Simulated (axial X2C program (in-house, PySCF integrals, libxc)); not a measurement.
# ClGaCl: bond lengths and stretches, held linear

One table from this session's results is given with a row withheld; the runs are named, their logs left out.

Method: all-electron X2C, two-component (2c) or spin-free, Cl dyall-av3z, Ga dyall-v3z; program: an in-house X2C program for linear molecules on PySCF integrals.

All values are calculated.

2 further runs of the same task are left out: 2 set aside as unsound or not needed.

Set-up of the first run:

task.json

```json
{"zs": [17, 31, 17], "q": 0, "bas": ["dyall-av3z", "dyall-v3z", "dyall-av3z"], "r0": [2.23, 2.23], "symm": 1, "scan": ["PBE0", "HF", "PBE"], "levels": ["PBE0", "HF", "B3LYP"], "nst": 2}
```

Keys: zs atomic numbers; q charge; bas basis sets; r0 starting distance in Å; symm equal bonds; scan levels of the two-bond scan (MP2 follows by itself at each HF point); levels methods; nst determinants followed.

Run with:

```
python solin.py task.json out
```

Masses Cl 34.969, Ga 68.926, Cl 34.969 u.

Among the steps run: Scan at PBE0, 2c; Scan at HF, 2c; Scan at PBE, 2c.

One table of the session follows, with a row left open; its other results are not shown here.

| level | r(Cl–Ga) (Å) | r(Ga–Cl) (Å) | lower stretch (cm⁻¹) | upper stretch (cm⁻¹) |
| --- | --- | --- | --- | --- |
| PBE0, 2c | 2.243 | 2.243 | 282.9 | 343.2 |
| HF, 2c | 2.261 | 2.261 | 287.0 | 326.8 |
| PBE, 2c | ? | ? | ? | ? |
| MP2, 2c | 2.223 | 2.223 | 299.3 | 366.9 |
| PBE0, spin-free | 2.242 | 2.242 | 283.1 | 343.3 |
| HF, spin-free | 2.260 | 2.260 | 287.2 | 327.0 |
| PBE, spin-free | 2.265 | 2.265 | 269.3 | 331.3 |
| MP2, spin-free | 2.223 | 2.223 | 299.4 | 367.0 |

**Question.** Estimate the row for PBE, 2c.

**Answer.** r(Cl–Ga) (Å): 2.266; r(Ga–Cl) (Å): 2.266; lower stretch (cm⁻¹): 269.2; upper stretch (cm⁻¹): 331.1. In the column «r(Cl–Ga) (Å)» it is the highest.

Scans not shown above were run alike.

MP2 freezes inner shells (threshold -2 hartree). The molecule was held linear; bending was not examined, so a bent shape may lie lower.
